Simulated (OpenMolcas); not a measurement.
**Gd³⁺ among point charges: CASSCF levels and susceptibility**

How does a field of 6 point charges split the states of Gd³⁺, and what χT follows?

Method: state-averaged CASSCF, spin-orbit coupling by RASSI with atomic mean-field integrals. Code: OpenMolcas 26.06.

### 1 The system

| Quantity | Value |
| --- | --- |
| Species | Gd³⁺ (gadolinium, Z = 64, 61 electrons) |
| Basis | ANO-RCC-VTZP [8s7p5d3f2g1h], 104 functions |
| Scalar Hamiltonian | DKH2, point nucleus |
| Inactive shells | 1s 2s 2p 3s 3p 3d 4s 4p 4d 5s 5p |
| Active space | 7 electrons in 7 orbitals (4f) |
| Some configurations of this space | 4f7 |
| Orbitals | optimised for the highest spin of each parity, averaged over all roots |

The outer shells:

4f7
```
4f [↑ ][↑ ][↑ ][↑ ][↑ ][↑ ][↑ ]
```

The ion sits among 6 point charges of -1.5 e arranged as an octahedron (Oh), 2.46 Å from the ion.

The work runs as a chain of OpenMolcas steps in one folder; each step below is one input file. Labels, J, g values, rates, χT and fits are worked out afterwards by a script from the matrices that RASSI stores. The input lists half of the charges; inversion (Group=XYZ) makes the rest.

### 2 GATEWAY and SEWARD: basis and integrals

Contents of a.inp:

```
&GATEWAY
Coord
1

Gd 0.0 0.0 0.0
Basis=ANO-RCC-VTZP
Group=XYZ
NoMove
AngMom=0.0 0.0 0.0
AMFI
XField
3 Angstrom 0
2.460000 0.000000 0.000000 -1.500000
0.000000 2.460000 0.000000 -1.500000
0.000000 0.000000 2.460000 -1.500000
&SEWARD
```

Launch:

```sh
$ OMP_NUM_THREADS=1 MOLCAS_MEM=2252 MOLCAS_PROJECT=a pymolcas a.inp > a.log
```

### 3 CASSCF: octets of odd parity, 1 root

Contents of a.inp:

```
&RASSCF
FileOrb=start.orb
Symmetry=2
Spin=8
nActEl=7 0 0
Inactive=15 12
Ras2=0 7
CIRoot=1 1 1
SDav=1
CIMx=300
Iter=120 100
PrWF=0.3
OrbListing=Nothing
MaxOrb=0
>>> COPY $Project.JobIph JOB001
```

start.orb holds the contracted functions of the basis, ordered by shell, or the orbitals of the step before.

### 4 Reference wave functions, sextets of odd parity, 48 roots

Contents of a.inp:

```
&RASSCF
FileOrb=start.orb
Symmetry=2
Spin=6
nActEl=7 0 0
Inactive=15 12
Ras2=0 7
CIRoot=48 48 1
SDav=48
CIMx=300
Iter=120 100
PrWF=0.3
OrbListing=Nothing
MaxOrb=0
CIOnly
>>> COPY $Project.JobIph JOB002
```

### 5 State interaction with spin-orbit coupling

Contents of a.inp:

```
&RASSI
NrOfJobIphs=2 1 16
1
1 2 3 4 5 6 7 8 9 10 11 12 13 14 15 16
IphNames
JOB001
JOB002
EJob
SpinOrbit
DIPRint=1.0
SOCoupling=1000.0
Subsets=2
Property=9
'ANGMOM' 1 'ANGMOM' 2 'ANGMOM' 3 'MLTPL  1' 1 'MLTPL  1' 2 'MLTPL  1' 3
'AMFI' 1 'AMFI' 2 'AMFI' 3
SOProperty=3
'ANGMOM' 1 'ANGMOM' 2 'ANGMOM' 3
```

What does the calculation give? Wanted: spin-free ground state; lowest level.

The runs gave:

| quantity | value |
| --- | --- |
| method | CASSCF |
| spin-free ground state | 8A1, 1-fold in its orbital part |
| lowest level | 8-fold |
| χT at 300 K | 7.85 cm³ K/mol |
| effective moment at 300 K | 7.92 μB |

**Reading.** The spin-free ground state (8A1) comes to 100 % from free-ion S terms and keeps the highest spin of the shell. The sextets rest on orbitals optimised for another spin in at least one step, which raises them against the optimised states. Not all states of the active space went into the spin-orbit step. Terms of lower spin are left out of the spin-orbit mixing, so the small splitting that they give the half-filled shell's ground term is missing or unsound. High states of lower spin are left out of the spin-orbit mixing, and CASSCF puts spin-flip levels too high. Point charges carry no covalency, so the field is a model and not that of real ligands.
